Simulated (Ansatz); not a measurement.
# In2O: the cost of one run

Program: Ansatz 0.2.0. Level of theory: DFT LDA, scalar-relativistic, plane waves, PAW. These are calculated values, not measurements.

4 further runs of the same task are left out: 4 set aside as unsound or not needed.

## (1) The system as given

The structure is trigonal, space group P-3m1 (No. 164). Conventional cell: a = 3.308 Å, b = 3.308 Å, c = 12.330 Å, α = 90.00°, β = 90.00°, γ = 120.00°. In (site symmetry 3m) is surrounded by 3 O at 2.15 Å. In (site symmetry 3m) has 1 O at 2.32 Å as nearest neighbours. O (site symmetry 3m) has 4 In at 2.15 to 2.32 Å as nearest neighbours.

Structure file:

```cif
data_structure
_symmetry_space_group_name_H-M 'P-3m1'
_symmetry_Int_Tables_number 164
_cell_length_a 3.3082
_cell_length_b 3.3082
_cell_length_c 12.3300
_cell_angle_alpha 90.000
_cell_angle_beta 90.000
_cell_angle_gamma 120.000
_cell_volume 116.86
loop_
_atom_site_label
_atom_site_type_symbol
_atom_site_symmetry_multiplicity
_atom_site_Wyckoff_symbol
_atom_site_fract_x
_atom_site_fract_y
_atom_site_fract_z
_atom_site_occupancy
In1 In 2 c 0.00000 0.00000 0.38299 1
In2 In 2 d 0.66667 0.33333 0.11410 1
O1 O 2 d 0.66667 0.33333 0.30245 1
```

This is a trial structure built by rule; it need not be a known or stable form of this composition.

This cell was relaxed beforehand with the same method: volume 19.48 Å³/atom, gap on the mesh none (metal).

It is a trial structure (swap of B by In in B2O), so another structure or a mixture of phases may lie lower.

## (2) Dielectric function

Contents of input.yaml:

```yaml
crystal:
  lattice:
    - [3.3082231579, 0.0, 0.0]
    - [-1.6541115789, 2.8650052961, 0.0]
    - [0.0, 0.0, 12.3299693089]
  atoms:
    - { symbol: In, position: [0.0, 0.0, 0.3829938122] }
    - { symbol: In, position: [0.0, 0.0, 0.6170061878] }
    - { symbol: In, position: [0.6666666667, 0.3333333333, 0.1141025484] }
    - { symbol: In, position: [0.3333333333, 0.6666666667, 0.8858974516] }
    - { symbol: O, position: [0.6666666667, 0.3333333333, 0.3024534068] }
    - { symbol: O, position: [0.3333333333, 0.6666666667, 0.6975465932] }
basis:
  ecutwfc: 420
kpoints:
  mp_grid: { grid: [12, 12, 4] }
hamiltonian:
  xc: lda
scf:
  occupations: { method: fermi_dirac, width: 0.15 }
  n_extra_bands: 24
output:
  eigenvalues: true
  optics: { e_range: [0, 14], sigma: 0.1, nscf_kmesh: { grid: [24, 24, 6] } }
checkpoint:
  read: start.run
  write: ck
  compress: false
  write_wavefunctions: false
  write_every: 100000
```

Run with:

```sh
> ansatz run input.yaml --threads 2 --pin off --max-ram 7168MiB --backend cpu --events-out ev --progress --plain --runs-dir out
```

Q: Estimate wall time and peak memory on 2 threads of Intel Xeon 6975P-C (Granite Rapids), shared host.

About 4.4 min, with a peak of 5.3 GiB.
